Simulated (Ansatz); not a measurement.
# Co5Si3: the cost of one run

Method: DFT PBE, scalar-relativistic, plane waves, PAW, in Ansatz 0.2.0.

### 1 Starting point

The cell holds 16 atoms (Co10Si6): a = 6.034 Å, b = 5.868 Å, c = 6.116 Å, α = 87.52°, β = 89.83°, γ = 89.74°.

It is the last frame of an earlier stage of the same melt, run at 1810 K.

As a file:

```xyz
16
Lattice="6.0338 0.0132 0.0089 0.0132 5.8667 0.1295 0.0089 0.1295 6.1143" Properties=species:S:1:pos:R:3 pbc="T T T"
Co    2.5168    4.1534    5.7196
Co    3.8228    0.2682    1.6475
Co    3.0730    1.5943    5.1911
Co    0.7699    2.7759    4.3065
Co    1.7578    3.8156    1.8630
Co    3.8542    2.5939    1.2340
Co    5.5624    1.5117    2.2659
Co    0.6873    5.4315    3.9946
Co    5.2148    1.2088    5.9696
Co    3.6824    3.2879    3.3863
Si    4.9972    3.2120    5.4270
Si    1.3673    2.1928    0.1940
Si    1.3409    5.5925    0.5464
Si    5.6545    3.7159    2.0052
Si    1.7466    1.4506    2.9027
Si    4.4886    5.5782    3.9486
```

### 2 Stage at 1010 K

One k point, a Fermi-Dirac width of 0.087 eV and a fixed cell.

input.yaml reads:

```yaml
crystal:
  lattice:
    - [6.033846, 0.013244, 0.008948]
    - [0.013244, 5.866666, 0.129466]
    - [0.008948, 0.129466, 6.114267]
  atoms:
    - { symbol: Co, position: [0.4142444878, 0.6867288016, 0.9203068556] }
    - { symbol: Co, position: [0.633080884, 0.0383713173, 0.2677076788] }
    - { symbol: Co, position: [0.5074876686, 0.2520069037, 0.8429358989] }
    - { symbol: Co, position: [0.1255624392, 0.4575605013, 0.6944674664] }
    - { symbol: Co, position: [0.2894761106, 0.6433138952, 0.2906560073] }
    - { symbol: Co, position: [0.6375156511, 0.4364741247, 0.1916448992] }
    - { symbol: Co, position: [0.9207881498, 0.2475638265, 0.3640001643] }
    - { symbol: Co, position: [0.1109606594, 0.9115910534, 0.6338612858] }
    - { symbol: Co, position: [0.8624211223, 0.1826637356, 0.9712155448] }
    - { symbol: Co, position: [0.6082819408, 0.5471176399, 0.5413564932] }
    - { symbol: Si, position: [0.8257470905, 0.5263140251, 0.8752402421] }
    - { symbol: Si, position: [0.2257485869, 0.3727511077, 0.0234985775] }
    - { symbol: Si, position: [0.220042065, 0.9512558408, 0.0689074614] }
    - { symbol: Si, position: [0.9353031132, 0.6243673149, 0.3133655885] }
    - { symbol: Si, position: [0.2882590888, 0.2362544391, 0.4693128127] }
    - { symbol: Si, position: [0.7409189786, 0.9353614519, 0.624916463] }
  symmetry: { detect: false }
basis:
  ecutwfc: 420
kpoints:
  mp_grid: { grid: [1, 1, 1], shift: [0.25, 0.25, 0.25] }
hamiltonian:
  xc: pbe
scf:
  occupations: { method: fermi_dirac, width: 0.087 }
  lower_state_search: "off"
  convergence: { dr2_threshold: 1.0e-06 }
output:
  forces: true
  stress: true
md:
  timestep: 3.0
  n_steps: 250
  ensemble: nvt_langevin
  friction: 0.03
  temperature: 1010.0
  initial_velocities: maxwell_boltzmann
  seed: 88941
```

On the command line:

```sh
ansatz run input.yaml --threads 2 --pin off --max-ram 5120MiB --backend cpu --events-out ev --progress --plain --runs-dir out
```

What time and memory should one allow on 2 threads of AMD EPYC 9R45 (Zen 5), shared host?

About 3.5 min, with a peak of 0.54 GiB.
